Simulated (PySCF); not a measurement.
# C₈H₅F: reorganisation energies

What do calculations give for the reorganisation energies of C₈H₅F (`C#Cc1cccc(F)c1`)?

Computed with PySCF 2.14.0 and routines of our own; the level stands in each step. Atoms count from 0.

## (1) The starting structure

14 atoms, charge 0, multiplicity 1; geometry from: GFN2-xTB.

## (2) Geometry optimisation at PBE0/def2-SV(P)

The job: settings as JSON, then the geometry in Å.

```
{"job": {"xc": "PBE0", "basis": "def2-SV(P)", "grid": 1, "kind": "geom"}, "charge": 0, "multiplicity": 1}
C      3.313814     0.186190    -0.425016
C      2.125119     0.116033    -0.273342
C      0.723154     0.030308    -0.092565
C      0.125640    -1.196795     0.197516
C     -1.242700    -1.278663     0.373251
C     -2.035214    -0.147922     0.263767
C     -1.426288     1.061287    -0.022979
F     -2.192097     2.168105    -0.130046
C     -0.063109     1.176214    -0.204177
H      4.352659     0.251084    -0.557617
H      0.742640    -2.078481     0.282616
H     -1.700143    -2.230292     0.597610
H     -3.104231    -0.191650     0.395903
H      0.380078     2.134109    -0.427088
```

The run is started by

```
OMP_NUM_THREADS=1 python excited_run.py task.json out
```

The driver reads the jobs from task.json and runs them one after another.

What it wrote:

```text
step   0  E = -406.85506913  max force = 0.021718
step   1  E = -406.85735841  max force = 0.003721
step   2  E = -406.85738011  max force = 0.001064
step   3  E = -406.85737997  max force = 0.001320
step   4  E = -406.85738586  max force = 0.000233
optimisation converged
```

Run time: 35 s. Hardware: 1 thread of Intel Xeon 6975P-C, shared host; peak memory 0.6 GiB.

The steps of the relaxation:

| step | energy from step 0 (eV) | largest force component (eV/Å) |
| --- | --- | --- |
| 0 | 0.0000 | 1.1168 |
| 1 | -0.0623 | 0.1913 |
| 2 | -0.0629 | 0.0547 |
| 3 | -0.0629 | 0.0679 |
| 4 | -0.0630 | 0.0120 |

Distances of close pairs at the start and the end, largest changes first:

```csv
bond,before (Å),after (Å),change (Å)
C0–H9,1.049,1.075,+0.026
C6–F7,1.350,1.331,-0.019
C5–H12,1.078,1.093,+0.015
C4–H11,1.079,1.094,+0.014
C1–C2,1.416,1.430,+0.014
C8–H13,1.079,1.092,+0.013
C3–H10,1.079,1.092,+0.013
C0–C1,1.200,1.213,+0.013
```

The next job starts from the end point, and lists it.

```csv
at the end point,value
point group (found at 0.08 Å tolerance),Cs
"rotational constants (GHz, main isotopes)","3.380, 1.179, 0.874"
dipole moment (D),1.19
```

## (3) Relaxation after adding or removing an electron (C8H5F+ (doublet)): UKS PBE0/def2-SV(P)

The job: settings as JSON, then the geometry in Å.

```
{"job": {"kind": "ionopt", "ions": [1], "xc": "PBE0", "basis": "def2-SV(P)", "grid": 1}, "charge": 1, "multiplicity": 2}
C      3.176340     0.097286    -0.407114
C      1.974405     0.028910    -0.257736
C      0.557445    -0.052155    -0.082665
C     -0.058459    -1.280595     0.214942
C     -1.438788    -1.347413     0.382093
C     -2.227402    -0.204086     0.257065
C     -1.605854     1.004755    -0.037666
F     -2.347731     2.103272    -0.160457
C     -0.232697     1.102080    -0.208995
H      4.241840     0.158150    -0.539725
H      0.557302    -2.177523     0.312319
H     -1.912135    -2.306010     0.613539
H     -3.312392    -0.233150     0.384037
H      0.216677     2.070051    -0.439152
```

Level: UKS PBE0/def2-SV(P) geometry optimisation of the ion from the geometry of its parent, gas phase.

What it wrote:

```text
step       E/Eh        max force   <S^2>
  0    -406.52741195   0.082864   0.7774
  1    -406.53625062   0.011626   0.7836
  2    -406.53688664   0.009604   0.7833
  3    -406.53763004   0.003885   0.7833
  4    -406.53777052   0.002927   0.7832
  5    -406.53785363   0.002112   0.7833
  6    -406.53787207   0.002510   0.7833
  7    -406.53790223   0.000827   0.7833
  8    -406.53790703   0.000226   0.7833
optimisation converged
```

It took 1.9 min on 1 thread of Intel Xeon 6975P-C, shared host; peak memory 0.7 GiB.

From this job:

```csv
quantity,value
geometry moved (RMSD),0.037 Å
⟨S²⟩,0.783
```

Bonds of the start that changed most:

| bond | start (Å) | end (Å) |
| --- | --- | --- |
| C2–C3 | 1.406 | 1.448 |
| C5–C6 | 1.391 | 1.428 |
| C1–C2 | 1.430 | 1.395 |
| C6–F7 | 1.331 | 1.301 |
| C0–C1 | 1.213 | 1.227 |
| C6–C8 | 1.387 | 1.377 |

Mulliken spin populations:

C0 0.40; C1 -0.09; C2 0.21; C3 0.30; C4 -0.17; C5 0.40; C6 0.04; F7 0.03; C8 -0.07; H9 -0.02; H10 -0.01; H11 0.01; H12 -0.02; H13 0.00

## (4) Relaxation after adding or removing an electron (C₈H₅F− (doublet)): UKS PBE0/def2-SV(P)

The job, as its differences from that of step 3:

```diff
@@ -1,2 +1,2 @@
-{"job": {"kind": "ionopt", "ions": [1], "xc": "PBE0", "basis": "def2-SV(P)", "grid": 1}, "charge": 1, "multiplicity": 2}
+{"job": {"kind": "ionopt", "ions": [-1], "xc": "PBE0", "basis": "def2-SV(P)", "grid": 1}, "charge": -1, "multiplicity": 2}
 C      3.176340     0.097286    -0.407114
```

Level: UKS PBE0/def2-SV(P) geometry optimisation of the ion from the geometry of its parent, gas phase.

What it wrote:

```text
step       E/Eh        max force   <S^2>
  0    -406.83094777   0.091037   0.7628
  1    -406.84065263   0.014173   0.7663
  2    -406.84348348   0.005959   0.7661
  3    -406.84398970   0.006097   0.7663
  4    -406.84467370   0.005700   0.7664
  5    -406.84492928   0.006497   0.7669
  6    -406.84554756   0.007544   0.7677
  7    -406.84183055   0.032987   0.7677
  8    -406.84674147   0.006415   0.7694
  9    -406.84729121   0.004295   0.7695
 10    -406.84741436   0.001795   0.7695
 11    -406.84744426   0.001095   0.7696
 12    -406.84746150   0.000442   0.7696
 13    -406.84746457   0.000261   0.7696
optimisation converged
```

Run time: 2.6 min. Hardware: 1 thread of Intel Xeon 6975P-C, shared host; peak memory 0.73 GiB.

From this job:

| quantity | value |
| --- | --- |
| geometry moved (RMSD) | 0.161 Å |
| ⟨S²⟩ | 0.770 |

Bonds of the start that changed most:

```csv
bond,start (Å),end (Å)
C0–C1,1.213,1.259
C8–C2,1.405,1.449
C1–C2,1.430,1.387
C2–C3,1.406,1.444
C6–F7,1.331,1.357
C4–C5,1.395,1.418
```

## (5) Reorganisation energies: UKS PBE0/def2-SV(P)

The job, as its differences from that of step 4:

```diff
@@ -1,2 +1,2 @@
-{"job": {"kind": "ionopt", "ions": [-1], "xc": "PBE0", "basis": "def2-SV(P)", "grid": 1}, "charge": -1, "multiplicity": 2}
+{"job": {"kind": "reorg", "ions": [1, -1], "xc": "PBE0", "basis": "def2-SV(P)", "grid": 1}, "charge": 0, "multiplicity": 1}
 C      3.176340     0.097286    -0.407114
```

With the program's defaults for keys left out, this is: UKS PBE0/def2-SV(P) four-point reorganisation energy, gas phase.

What it wrote:

```text
final grid: 59104 points
cycle   1  E = -406.8002558678  dE =  1.507e+00  |g| = 5.170e-01  |ddm| = 4.916e+00
cycle   2  E = -406.7842362951  dE =  1.602e-02  |g| = 6.152e-01  |ddm| = 1.231e+00
cycle   3  E = -406.8548146756  dE = -7.058e-02  |g| = 9.956e-02  |ddm| = 6.407e-01
cycle   4  E = -406.8570359204  dE = -2.221e-03  |g| = 3.507e-02  |ddm| = 1.477e-01
cycle   5  E = -406.8573389746  dE = -3.031e-04  |g| = 1.333e-02  |ddm| = 5.226e-02
cycle   6  E = -406.8573840166  dE = -4.504e-05  |g| = 2.685e-03  |ddm| = 1.863e-02
cycle   7  E = -406.8573850304  dE = -1.014e-06  |g| = 1.780e-03  |ddm| = 3.764e-03
cycle   8  E = -406.8573858352  dE = -8.047e-07  |g| = 3.217e-04  |ddm| = 1.823e-03
cycle   9  E = -406.8573858606  dE = -2.547e-08  |g| = 9.278e-05  |ddm| = 4.177e-04
cycle  10  E = -406.8573858627  dE = -2.037e-09  |g| = 1.779e-05  |ddm| = 1.033e-04
cycle  11  E = -406.8573858628  dE = -7.390e-11  |g| = 7.940e-06  |ddm| = 2.895e-05
converged SCF energy = -406.8573858628

hole transfer: vertical 8.8322 eV, relaxation of the ion converged
  adiabatic 8.6935 eV, lambda(ion) 0.1387, lambda(parent) 0.1416, total 0.2803 eV

electron transfer: vertical -0.5599 eV, relaxation of the ion converged
  adiabatic -0.2700 eV, lambda(ion) 0.2899, lambda(parent) 0.5824, total 0.8723 eV
```

Wall time 3.6 s (1 thread of Intel Xeon 6975P-C, shared host); peak memory 0.71 GiB.

## (6) What came out

```
                                                    quantity                                                       value
                                                 point group                                                          Cs
                        rotational constants (main isotopes)                                        3.38, 1.18, 0.87 GHz
         geometry moved (RMSD) (step 3, UKS PBE0/def2-SV(P))                                                     0.037 Å
         geometry moved (RMSD) (step 4, UKS PBE0/def2-SV(P))                                                     0.161 Å
    hole reorganisation energy (step 5, UKS PBE0/def2-SV(P))                                                   0.2803 eV
electron reorganisation energy (step 5, UKS PBE0/def2-SV(P))  0.8723 eV (the anion is unbound at the neutral's geometry)
```

What this shows: The optimisation took 4 steps and gained 0.063 eV; among the close pairs (by a distance rule), C0–H9 changed most, from 1.049 to 1.075 Å. No frequency check was run at this level, so the end point may be a saddle. In step 3 (relaxation after adding or removing an electron), among the bonds C2–C3 changes most, from 1.406 to 1.448 Å. The extra electron is unbound or barely bound here, so the anion's values hang on the basis. In step 4 (relaxation after adding or removing an electron), among the bonds C0–C1 changes most, from 1.213 to 1.259 Å. The atoms move far more than that, so angles or torsions carry the main change.
